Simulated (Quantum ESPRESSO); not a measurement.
Zr: relaxation of cell and atoms with LDA

Crystal: Zr.

```
Zr
1.0
     3.23200    0.00000    0.00000
    -1.61600    2.79899    0.00000
     0.00000    0.00000    5.14700
Zr
2
Direct
  0.33333 0.66667 0.25000
  0.66667 0.33333 0.75000
```

| Quantity | Value |
| --- | --- |
| Program | Quantum ESPRESSO 7.5 |
| Task | relaxation of cell and atoms |
| Functional | LDA |
| Potentials or basis | GBRV 1.5 LDA |
| Cutoff | 612 eV |
| Density cutoff | 4898 eV |
| k mesh | 21 × 21 × 12 |
| Occupations | gaussian, width 0.1 eV |
| Spin | no spin polarisation |
| Target pressure | 4 GPa |
| Form of the LDA correlation | PZ81 |
| Mixing beta | 0.5 |
| Most SCF iterations | 120 |
| SCF threshold | 4e-10 Ry |
| Most ionic steps | 40 |
| Forc conv thr | 0.0004 Ry/bohr |
| Etot conv thr | 1e-05 Ry |
| Ion dynamics | bfgs |
| Cell dynamics | bfgs |
| Press conv thr | 0.3 kbar |

```yaml
Relaxed_volume: 21.01 Å³/atom
Relaxed_cell: a = 3.102 Å, b = 3.102 Å, c = 5.043 Å, α = 90.00°, β = 90.00°, γ = 120.00°
Space_group_after_relaxing_to_0.05_Å: P6_3/mmc (No. 194)
Energy_change_on_relaxing_the_enthalpy_is_what_falls: -19.9 meV/atom
Ionic_steps: 8
Pressure_after_relaxing: 4.0 GPa
Band_gap_on_the_k_mesh: none (metal or under the smearing width)
```

The path:
| step | energy change (eV) | largest force (eV/Å) | pressure (GPa) | volume (Å³) |
| --- | --- | --- | --- | --- |
| 1 | 0.0000 | 0.0000 | -6.09 | 46.56 |
| 2 | -0.0556 | 0.0000 | -1.31 | 44.21 |
| 3 | -0.0328 | 0.0000 | 4.67 | 41.84 |
| 4 | -0.0394 | 0.0000 | 4.02 | 42.07 |
| 5 | -0.0417 | 0.0000 | 3.79 | 42.13 |
| 6 | -0.0420 | 0.0000 | 3.76 | 42.12 |
| 7 | -0.0404 | 0.0000 | 3.91 | 42.05 |
| 8 | -0.0397 | 0.0000 | 3.99 | 42.02 |

Final structure:
```
CELL_PARAMETERS angstrom
3.10174 0.00000 0.00000
-1.55087 2.68619 0.00000
0.00000 0.00000 5.04316
ATOMIC_POSITIONS crystal
Zr 0.33333 0.66667 0.25000
Zr 0.66667 0.33333 0.75000
```

Levels at points of the mesh, in eV from the Fermi level:
```csv
k point,band 9,band 10,band 11,band 12,band 13,band 14,band 15,band 16
"(0.00, 0.00, 0.00)",-5.81,-3.32,0.83,0.88,0.88,1.51,1.62,1.62
"(0.00, 0.00, -0.50)",-4.02,-4.02,-0.06,-0.06,0.81,0.81,0.81,0.81
```

Wall time 20 min on 1 thread of Intel(R) Xeon(R) Platinum 8375C CPU @ 2.90GHz (Ice Lake), on a shared host, peak memory 0.31 GiB.
